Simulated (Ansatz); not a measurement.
Write the native input for Ansatz 0.2.0 that does the following.

| Property | Result |
| --- | --- |
| Task | relaxation of cell and atoms |
| Functional | PBE |
| Potentials or basis | Ansatz PAW |
| Cutoff | 420 eV (not typed: the program's choice for these potentials) |
| k mesh | 8 × 8 × 2 |
| Occupations | fermi-dirac, width 0.05 eV |
| Spin | collinear spin, ferromagnetic start |
| Starting moments | [1.0, 1.0, 0.0, 0.6, 0.0] μB |
| Target pressure | 10 GPa |
| Target pressure (GPa) | 10 |

NiMoIrPdW:

```
Ni Mo Pd Ir W
1.0
     2.76616    0.00000    0.00000
    -1.38308    2.39557    0.00000
     0.00000    0.00000   11.02292
Ni Mo Pd Ir W
1 1 1 1 1
Direct
  0.33333 0.66667 0.59712
  0.00000 0.00000 0.41074
  0.66667 0.33333 0.79520
  0.66667 0.33333 0.19960
  0.33333 0.66667 0.99734
```

The cell was built by a generator and needn't be a form met in nature.

These files were run (other wordings do the same):

input.yaml

```yaml
crystal:
  lattice:
    - [2.76616, 0.0, 0.0]
    - [-1.38308, 2.39557, 0.0]
    - [0.0, 0.0, 11.02292]
  atoms:
    - { symbol: Ni, position: [0.33333, 0.66667, 0.59712], spin: 1.0 }
    - { symbol: Mo, position: [0.0, 0.0, 0.41074], spin: 1.0 }
    - { symbol: Pd, position: [0.66667, 0.33333, 0.7952] }
    - { symbol: Ir, position: [0.66667, 0.33333, 0.1996], spin: 0.6 }
    - { symbol: W, position: [0.33333, 0.66667, 0.99734] }
hamiltonian:
  xc: pbe
  pseudopotentials: { kind: paw }
magnetization:
  spin_polarized: true
kpoints:
  mp_grid: { grid: [8, 8, 2] }
scf:
  occupations: { method: fermi_dirac, width: 0.05 }
output:
  forces: true
  stress: true
  eigenvalues: true
relax:
  f_tol: 0.01
  max_steps: 40
  cell: { stress_tol: 0.05, p_target: 10.0 }
```

Potentials or basis: Ansatz PAW.

Launch:

```sh
$ ansatz run input.yaml --threads 8 --pin off --max-ram 20480MiB --backend cpu --events-out ev --progress --plain --runs-dir out
```

It gave:

```yaml
Relaxed_volume: 14.08 Å³/atom
Relaxed_cell: a = 2.731 Å, b = 2.731 Å, c = 10.897 Å, α = 90.00°, β = 90.00°, γ = 120.00°
Space_group_after_relaxing_to_0.05_Å: P3m1 (No. 156)
Energy_change_on_relaxing_the_enthalpy_is_what_falls: +16.3 meV/atom
Ionic_steps: 5
Pressure_after_relaxing: 10.0 GPa
Largest_force_after_relaxing: 0.007 eV/Å
Band_gap_on_the_k_mesh: none (metal or under the smearing width)
Net_moment: 0.00 μB per cell
Absolute_moment: 0.00 μB per cell
```

Caveat: the plane-wave basis is chosen anew once the cell has moved, so the energies of steps on either side of that aren't comparable; the starting moments weren't kept.

Wall time 28 s on 8 threads of Arm Neoverse V1, on a shared host, peak memory 0.63 GiB.
